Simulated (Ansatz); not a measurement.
# CH5BO3: the cost of one run

All numbers are computed with Ansatz 0.2.0, driven from Python. Level of theory: r2SCAN+D3(BJ)/def2-SVP.

## 1. The system

Bond lengths: O1–B2 1.395 Å, B2–O3 1.476 Å, O3–C4 1.404 Å, C4–O5 1.433 Å, O1–H6 0.991 Å, B2–H7 1.213 Å, C4–H8 1.086 Å, C4–H9 1.153 Å, O5–H10 1.003 Å. Angles: O1–B2–O3 119.1°, O1–B2–H7 120.0°, O3–B2–H7 120.9°, B2–O1–H6 109.8°, B2–O3–C4 108.0°, O3–C4–O5 108.0°, O3–C4–H8 115.7°, O3–C4–H9 105.1°, O5–C4–H8 110.2°, O5–C4–H9 106.0°, H8–C4–H9 111.3°, C4–O5–H10 107.6°.

No structure file is read: the coordinates are typed or built in the script.

## 2. The script

The input, run_spin.py:

```python
"""Gap between spin states of CH5BO3 at one geometry."""

import ansatz as az

GEOMETRY = """
O    -0.68610    1.80280    0.99070
B     0.38380    0.91810    0.85570
O     0.10890   -0.50020    0.55220
C     0.23360   -0.67840   -0.83530
O    -0.06660   -2.04740   -1.13480
H    -0.98120    1.83210    1.93630
H     1.51970    1.31230    1.01350
H     1.19410   -0.40350   -1.26190
H    -0.62210   -0.05820   -1.29550
H    -1.00100   -2.22880   -0.81800
"""


def main() -> None:
    mol = az.Crystal.molecule()
    for line in GEOMETRY.strip().splitlines():
        symbol, *xyz = line.split()
        mol = mol.atom(symbol, [float(v) for v in xyz])

    base = (
        mol.calculation()
        .basis(gaussian="def2-SVP")
        .functional("r2SCAN", dispersion="d3bj")
        .accuracy("medium")  # preset for grids and thresholds
    )
    found = {}
    for unpaired in [0, 2]:
        summary = base.spin("collinear", total=unpaired).run().report
        s = unpaired / 2
        found[unpaired] = summary["free_energy_ev"]
        print(f"2S+1 = {unpaired + 1}: E = {found[unpaired]:.5f} eV, <S^2> = {abs(summary['mean_field']['state']['spin_squared']):.3f} (pure state {s * (s + 1):.2f})")
    lowest = min(found, key=found.get)
    for unpaired, e in found.items():
        print(f"multiplicity {unpaired + 1}: {96.485332 * (e - found[lowest]):.1f} kJ/mol above the lowest")


if __name__ == "__main__":
    main()
```

## 3. The run

On the command line:

```bash
$ python run_spin.py
```

What time and memory should one allow on 1 thread of Arm Neoverse V1, shared host?

About 22 s, with a peak of 0.25 GiB.
